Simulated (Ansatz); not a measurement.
# C₆H₁₂O₂: a ladder of functionals and wavefunction methods

The task here is to estimate one member of a computed series from the others.

Method: functionals in def2-TZVPP, the program's frozen cores in correlated methods; program: Ansatz 0.2.0, Gaussian basis.

The runs, in order: LDA (SPW92), PBE-D4, revPBE-D4, BLYP-D4, r2SCAN-D4, B97M-V, PBE0-D4, B3LYP-D4, r2SCANh-D4, r2SCAN0-D4, HSE06-D4, BHLYP-D4, CAM-B3LYP-D4, LC-ωPBE, ωB97X-V, ωB97M-V, B2PLYP, PBE-QIDH; CCSD(T)/def2-SVP; CCSD(T)/def2-TZVPP; MP2/def2-QZVPP; extrapolation to the limit; RPA on PBE.

### The relaxed structure

An earlier PBE0-D4 in a triple-zeta def2 set relaxation fixed the geometry.

SMILES `COC(=O)C(C)(C)C`, 20 atoms, charge 0, spin multiplicity 1.

Atoms are counted from 1 here; the program's logs count them from 0.

Bond lengths: C1–O2 1.422 Å, C1–H9 1.091 Å, C1–H10 1.091 Å, C1–H11 1.088 Å, O2–C3 1.341 Å, C3–O4 1.202 Å, C3–C5 1.521 Å, C5–C6 1.531 Å, C5–C7 1.522 Å, C5–C8 1.530 Å, C6–H12 1.093 Å, C6–H13 1.091 Å, C6–H14 1.093 Å, C7–H15 1.091 Å, C7–H16 1.093 Å, C7–H17 1.091 Å, C8–H18 1.093 Å, C8–H19 1.093 Å and more. Angles: O2–C1–H9 110.7°, O2–C1–H10 110.7°, O2–C1–H11 105.9°, H9–C1–H10 108.7°, H9–C1–H11 110.5°, H10–C1–H11 110.4°, C1–O2–C3 115.3°, O2–C3–O4 122.7°, O2–C3–C5 111.7°, O4–C3–C5 125.6°, C3–C5–C6 108.8°, C3–C5–C7 108.9°, C3–C5–C8 109.0°, C6–C5–C7 110.2°, C6–C5–C8 109.8°, C7–C5–C8 110.2°, C5–C6–H12 111.2°, C5–C6–H13 111.3° and more.

The first run:

Input file in.yaml:

```yaml
crystal:
  periodic: [false, false, false]
  atoms:
    - {symbol: C, position_ang: [2.239410, -0.273948, -1.900284]}
    - {symbol: O, position_ang: [1.097150, -0.545607, -1.097768]}
    - {symbol: C, position_ang: [0.673876, 0.475268, -0.337888]}
    - {symbol: O, position_ang: [1.217594, 1.547127, -0.329249]}
    - {symbol: C, position_ang: [-0.550562, 0.096816, 0.480476]}
    - {symbol: C, position_ang: [-1.681650, -0.289759, -0.475374]}
    - {symbol: C, position_ang: [-0.964538, 1.290938, 1.328021]}
    - {symbol: C, position_ang: [-0.200918, -1.092316, 1.377912]}
    - {symbol: H, position_ang: [3.090029, 0.006196, -1.277261]}
    - {symbol: H, position_ang: [2.035309, 0.539369, -2.598361]}
    - {symbol: H, position_ang: [2.450355, -1.194503, -2.440411]}
    - {symbol: H, position_ang: [-1.936707, 0.539264, -1.140299]}
    - {symbol: H, position_ang: [-1.408165, -1.150585, -1.086600]}
    - {symbol: H, position_ang: [-2.574552, -0.544940, 0.100889]}
    - {symbol: H, position_ang: [-1.205677, 2.153315, 0.704848]}
    - {symbol: H, position_ang: [-1.845757, 1.032127, 1.920007]}
    - {symbol: H, position_ang: [-0.165006, 1.589135, 2.007858]}
    - {symbol: H, position_ang: [-1.070049, -1.359030, 1.984522]}
    - {symbol: H, position_ang: [0.619522, -0.846437, 2.056818]}
    - {symbol: H, position_ang: [0.088638, -1.963028, 0.788643]}
basis:
  gaussian: {orbitals: def2-TZVPP}
hamiltonian: {xc: lda}
output: {orbitals: {seedname: orbitals}}
```

Started as:

```bash
$ ansatz run in.yaml --threads 2 --pin off --events-out ev --progress --plain --max-ram 20480MiB --backend cuda --devices 0, --max-vram 18GiB
```

Among the steps run: LDA; PBE-D4 (GGA); revPBE-D4 (GGA); BLYP-D4 (GGA); r2SCAN-D4 (meta-GGA); B97M-V (meta-GGA); B3LYP-D4 (hybrid); r2SCANh-D4 (hybrid); r2SCAN0-D4 (hybrid); HSE06-D4 (hybrid); BHLYP-D4 (hybrid); CAM-B3LYP-D4 (range-separated); LC-ωPBE (range-separated); ωB97X-V (range-separated); ωB97M-V (range-separated); B2PLYP (double hybrid); PBE-QIDH (double hybrid).

One table of the session follows, with a row left open; its other results are not shown here.

It belongs to the step «Frontier levels by functional». 

```
  functional  HOMO (eV)  gap (eV)
 LDA (SPW92)      -6.35      5.36
      PBE-D4      -6.13      5.42
   revPBE-D4      -6.05      5.45
     BLYP-D4      -6.05      5.45
   r2SCAN-D4      -6.45      6.00
      B97M-V      -6.62      6.27
     PBE0-D4      -7.76      8.21
    B3LYP-D4          ?         ?
  r2SCANh-D4      -7.06      7.04
  r2SCAN0-D4      -7.99      8.60
    HSE06-D4      -7.35      7.41
    BHLYP-D4      -9.34     10.99
CAM-B3LYP-D4      -9.25     10.90
     LC-ωPBE     -10.54     13.47
     ωB97X-V     -10.23     13.06
     ωB97M-V     -10.19     12.64
```

**Question.** Estimate the row for B3LYP-D4.

Worked estimate for «HOMO (eV)». Against the share of exact exchange, BLYP-D4 (0, -6.05), BHLYP-D4 (0.5, -9.34) give a slope of -6.58 per unit share; at 0.2 the line stands at -7.37.

As computed: HOMO (eV): -7.52; gap (eV): 7.68. In «HOMO (eV)» the line misses by +0.15.
